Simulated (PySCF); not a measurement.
# CeH8O4 (Ce(H2O)43+): the cost of one run

The runs use PySCF 2.14.0; several levels, as the steps say, no spin–orbit coupling.

4 further runs of the same task are left out: 1 for a known fault of the program, 3 that didn't finish. Runs told in other sessions of the task aren't counted.

### 1 The starting structure

13 atoms, charge 3, spin multiplicity 2.

Bond lengths: Ce1–O2 2.370 Å, Ce1–O5 2.370 Å, Ce1–O8 2.370 Å, Ce1–O11 2.370 Å, O2–H3 0.983 Å, O2–H4 0.983 Å, O5–H6 0.983 Å, O5–H7 0.983 Å, O8–H9 0.983 Å, O8–H10 0.983 Å, O11–H12 0.983 Å, O11–H13 0.983 Å. Angles: O2–Ce1–O5 109.5°, O2–Ce1–O8 109.5°, O2–Ce1–O11 109.5°, O5–Ce1–O8 109.5°, O5–Ce1–O11 109.5°, O8–Ce1–O11 109.5°, Ce1–O2–H3 128.1°, Ce1–O2–H4 128.6°, H3–O2–H4 103.3°, Ce1–O5–H6 128.6°, Ce1–O5–H7 128.1°, H6–O5–H7 103.3°, Ce1–O8–H9 128.6°, Ce1–O8–H10 128.1°, H9–O8–H10 103.3°, Ce1–O11–H12 128.1°, Ce1–O11–H13 128.6°, H12–O11–H13 103.3°.

As a file:

| atom | x (Å) | y (Å) | z (Å) |
| --- | --- | --- | --- |
| Ce1 | 0.00000 | 0.00000 | 0.00000 |
| O2 | 1.36777 | 1.37274 | 1.36371 |
| H3 | 1.93286 | 1.10393 | 2.12146 |
| H4 | 1.53508 | 2.33818 | 1.28827 |
| O5 | -1.36777 | -1.36371 | 1.37274 |
| H6 | -1.53508 | -1.28827 | 2.33818 |
| H7 | -1.93286 | -2.12146 | 1.10393 |
| O8 | 1.36777 | -1.37274 | -1.36371 |
| H9 | 1.53508 | -2.33818 | -1.28827 |
| H10 | 1.93286 | -1.10393 | -2.12146 |
| O11 | -1.36777 | 1.36371 | -1.37274 |
| H12 | -1.93286 | 2.12146 | -1.10393 |
| H13 | -1.53508 | 1.28827 | -2.33818 |

Formal oxidation states: Ce +3. An earlier session relaxed this geometry at PBE0, Ce def2-SVP with ECP28, O def2-SVP, H def2-SVP (doublet, point group D2).

At PBE0 on the finer grid: E = -779.213320 Eh, HOMO -22.47 eV, LUMO -16.52 eV (over both spins), ⟨S²⟩ = 0.751, Mulliken charge on Ce1 +1.86 e, largest force component 0.006 eV/Å. 

Levels to run: B3LYP; CAM-B3LYP; HF; PBE0, TZVP. Hardware: 4 threads of Arm Neoverse V1, shared host.

### 2 B3LYP

run.py (the lines that set the calculation) reads:

```python
mol = gto.M(atom='''
Ce     0.00000     0.00000     0.00000
O      1.36777     1.37274     1.36371
H      1.93286     1.10393     2.12146
H      1.53508     2.33818     1.28827
O     -1.36777    -1.36371     1.37274
H     -1.53508    -1.28827     2.33818
H     -1.93286    -2.12146     1.10393
O      1.36777    -1.37274    -1.36371
H      1.53508    -2.33818    -1.28827
H      1.93286    -1.10393    -2.12146
O     -1.36777     1.36371    -1.37274
H     -1.93286     2.12146    -1.10393
H     -1.53508     1.28827    -2.33818''',
    basis={'Ce': 'def2-SVP', 'O': 'def2-SVP', 'H': 'def2-SVP'},
    ecp={'Ce': 'def2-SVP'},
    charge=3, spin=1)
mf = dft.UKS(mol, xc='B3LYP')
mf.grids.atom_grid = (75, 302)  # f atoms: unpruned, at least (60, 302)
mf = mf.density_fit()  # fitting sets: Ce def2-universal-JKFIT, O def2-universal-JKFIT, H def2-universal-JKFIT
mf.conv_tol = 1e-08; mf.max_cycle = 55
mf.kernel(dm0)  # dm0: the density of the relaxed state
```

Started as:

```bash
> OMP_NUM_THREADS=4 python run.py
```

**Question.** How long does this run take on 4 threads of Arm Neoverse V1, shared host?

About 16 s.
